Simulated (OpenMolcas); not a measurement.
**Co⁴⁺ among point charges: CASSCF and CASPT2 levels and susceptibility**

How does a field of 4 point charges split the states of Co⁴⁺, and what χT follows?

Method: state-averaged CASSCF and CASPT2, spin-orbit coupling by RASSI with atomic mean-field integrals. Code: OpenMolcas 26.06.

## Step 1: Starting point

* Species: Co⁴⁺ (cobalt, Z = 27, 23 electrons)
* Basis: ANO-RCC-VDZP [5s4p2d1f], 34 functions
* Scalar Hamiltonian: DKH2, point nucleus
* Inactive shells: 1s 2s 2p 3s 3p
* Active space: 5 electrons in 5 orbitals (3d)
* Some configurations of this space: 3d⁵
* Orbitals: optimised for each spin and parity, averaged over all roots

The outer shells:

3d5
```
3d [↑ ][↑ ][↑ ][↑ ][↑ ]
```

The ion sits among 4 point charges of -2 e arranged as a tetrahedron (Td), 1.66 Å from the ion.

The work runs as a chain of OpenMolcas steps in one folder; each step below is one input file. Labels, J, g values, rates, χT and fits are worked out afterwards by a script from the matrices that RASSI stores.

## Step 2: GATEWAY and SEWARD: basis and integrals

a.inp

```
&GATEWAY
Coord
1

Co 0.0 0.0 0.0
Basis=ANO-RCC-VDZP
Group=NoSym
NoMove
AngMom=0.0 0.0 0.0
AMFI
XField
4 Angstrom 0
0.958401 0.958401 0.958401 -2.000000
0.958401 -0.958401 -0.958401 -2.000000
-0.958401 0.958401 -0.958401 -2.000000
-0.958401 -0.958401 0.958401 -2.000000
&SEWARD
```

On the command line:

```sh
$ OMP_NUM_THREADS=1 MOLCAS_MEM=1689 MOLCAS_PROJECT=a pymolcas a.inp > a.log
```

## Step 3: CASSCF: sextets, 1 root

a.inp

```
&RASSCF
FileOrb=start.orb
Symmetry=1
Spin=6
nActEl=5 0 0
Inactive=9
Ras2=5
CIRoot=1 1 1
SDav=1
CIMx=300
Iter=120 100
PrWF=0.3
OrbListing=Nothing
MaxOrb=0
>>> COPY $Project.JobIph JOB001
```

start.orb holds the contracted functions of the basis, ordered by shell, or the orbitals of the step before.

## Step 4: CASSCF: quartets, 24 roots

a.inp

```
&RASSCF
FileOrb=start.orb
Symmetry=1
Spin=4
nActEl=5 0 0
Inactive=9
Ras2=5
CIRoot=24 24 1
SDav=24
CIMx=300
Iter=120 100
PrWF=0.3
OrbListing=Nothing
MaxOrb=0
>>> COPY $Project.JobIph JOB002
```

## Step 5: CASSCF: doublets, 75 roots

a.inp

```
&RASSCF
FileOrb=start.orb
Symmetry=1
Spin=2
nActEl=5 0 0
Inactive=9
Ras2=5
CIRoot=75 75 1
SDav=75
CIMx=300
Iter=120 100
PrWF=0.3
OrbListing=Nothing
MaxOrb=0
>>> COPY $Project.JobIph JOB003
```

## Step 6: State interaction with spin-orbit coupling

a.inp

```
&RASSI
NrOfJobIphs=3 1 24 75
1
1 2 3 4 5 6 7 8 9 10 11 12 13 14 15 16 17 18 19 20 21 22 23 24
1 2 3 4 5 6 7 8 9 10 11 12 13 14 15 16 17 18 19 20 21 22 23 24 25 26 27
28 29 30 31 32 33 34 35 36 37 38 39 40 41 42 43 44 45 46 47 48 49 50 51
52 53 54 55 56 57 58 59 60 61 62 63 64 65 66 67 68 69 70 71 72 73 74 75
IphNames
JOB001
JOB002
JOB003
EJob
SpinOrbit
DIPRint=1.0
SOCoupling=1000.0
Subsets=2
Property=9
'ANGMOM' 1 'ANGMOM' 2 'ANGMOM' 3 'MLTPL  1' 1 'MLTPL  1' 2 'MLTPL  1' 3
'AMFI' 1 'AMFI' 2 'AMFI' 3
SOProperty=3
'ANGMOM' 1 'ANGMOM' 2 'ANGMOM' 3
```

## Step 7: CASPT2: IPEA 0.25, imaginary shift 0.1 (closed shells correlated: 3s 3p)

a.inp

```
>>> COPY JOB001 $Project.JobIph
&CASPT2
Multistate=1 1
Frozen=5
IPEA=0.25
Imaginary=0.1
MaxIter=60
WThr=0.0 0.3 0.05
PrWF=0.5
NoMix
>>> COPY JOB002 $Project.JobIph
&CASPT2
Multistate=24 1 2 3 4 5 6 7 8 9 10 11 12 13 14 15 16 17 18 19 20 21 22
23 24
NoMult
Frozen=5
IPEA=0.25
Imaginary=0.1
MaxIter=60
WThr=0.0 0.3 0.05
PrWF=0.5
NoMix
>>> COPY JOB003 $Project.JobIph
&CASPT2
Multistate=75 1 2 3 4 5 6 7 8 9 10 11 12 13 14 15 16 17 18 19 20 21 22
23 24 25 26 27 28 29 30 31 32 33 34 35 36 37 38 39 40 41 42 43 44 45 46
47 48 49 50 51 52 53 54 55 56 57 58 59 60 61 62 63 64 65 66 67 68 69 70
71 72 73 74 75
NoMult
Frozen=5
IPEA=0.25
Imaginary=0.1
MaxIter=60
WThr=0.0 0.3 0.05
PrWF=0.5
NoMix
```

(Steps that only read results are left out.)

What does the calculation give? Wanted: spin-free ground state; lowest level; next level.

The runs gave:

| quantity | value |
| --- | --- |
| method | SS-CASPT2, IPEA 0.25, imaginary shift 0.1 (closed shells correlated: 3s 3p) |
| spin-free ground state | 6A1, 1-fold in its orbital part |
| lowest level | 6-fold |
| next level | 39229.7 cm⁻¹ |
| χT at 300 K | 4.38 cm³ K/mol |
| effective moment at 300 K | 5.92 μB |

Cost by method:

| method | time of its own steps | time with the reference |
| --- | --- | --- |
| A. CASSCF | 22 s | 22 s |
| B. SS-CASPT2, IPEA 0.25, imaginary shift 0.1, +3s 3p | 5.9 s | 28 s |

Times are of one thread on a shared host.

What this shows: The spin-free ground state (6A1) comes to 100 % from free-ion S terms and keeps the highest spin of the shell. χT at 300 K is 4.38, against 4.39 cm³ K/mol for the spin alone, as a half-filled shell (L = 0) has no orbital moment. An active space of the d shell alone favours high spin; real ions in strong fields can be low spin. A ligand-field fit to the states below 45000 cm-1 gives 10Dq = -1912 cm-1, B = 1694 cm-1 and C = 4596 cm-1 (C/B = 2.71), with a deviation of 9 cm-1. CASPT2 does not keep the components of a term degenerate, and the means are used. The field of point charges can differ much from that of real complexes. This is an electrostatic model: the charges have no orbitals.
